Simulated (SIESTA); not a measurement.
HPbNO4:

```
CELL_PARAMETERS angstrom
4.19923 0.11117 0.16817
1.91600 3.89132 0.12568
1.76085 1.25259 6.37266
ATOMIC_POSITIONS crystal
H 0.89145 0.68202 0.62796
Pb 0.14426 0.92872 0.88352
N 0.25670 0.28861 0.30171
O 0.83108 0.65056 0.78405
O 0.38694 0.22380 0.11295
O 0.31104 0.03576 0.45856
O 0.07726 0.60633 0.32275
```

The cell was built by a generator and needn't be a form met in nature.

Base run:

| Item | Value |
| --- | --- |
| Program | SIESTA 5.4.2 |
| Functional | PBE |
| Potentials or basis | PseudoDojo 0.4 standard (PBE files) |
| Basis | DZP (energy shift 0.003 Ry; two zetas on semicore shells) |
| Grid cutoff | 800 Ry |
| Energy shift | 0.003 Ry |
| k mesh | 7 × 7 × 5 |
| Occupations | fermi-dirac, width 0.05 eV |
| Spin | no spin polarisation |

Its results: band gap on the k mesh 2.81 eV, indirect (least direct gap 2.83 eV); pressure 2.6 GPa; largest force 1.327 eV/Å.

Q: The run is repeated on the same cell with these changes: potentials or basis from PseudoDojo 0.4 standard (PBE files) to PseudoDojo 0.4 standard (PBE files, fully relativistic); spin from no spin polarisation to non-collinear spin, zero start, spin-orbit coupling. What comes out?

A: Band gap on the k mesh 2.65 eV, indirect (least direct gap 2.68 eV); pressure 2.6 GPa; net moment 0.00 μB per cell; largest force 1.338 eV/Å.

Spin-orbit coupling splits the band edges, which narrows the gap.

Caveats: the basis of atomic orbitals isn't converged, which shifts pressures, moduli and gaps; forces of over 1 eV/Å show positions far from the minimum, so gaps and moduli don't describe the material at rest; spin-orbit coupling is left out, which as a rule narrows the gap of such compounds by several tenths of an eV (some runs); an odd mesh through Γ misses points on the zone boundary, where band edges often lie (some runs).

Not every run made on this cell is shown here.
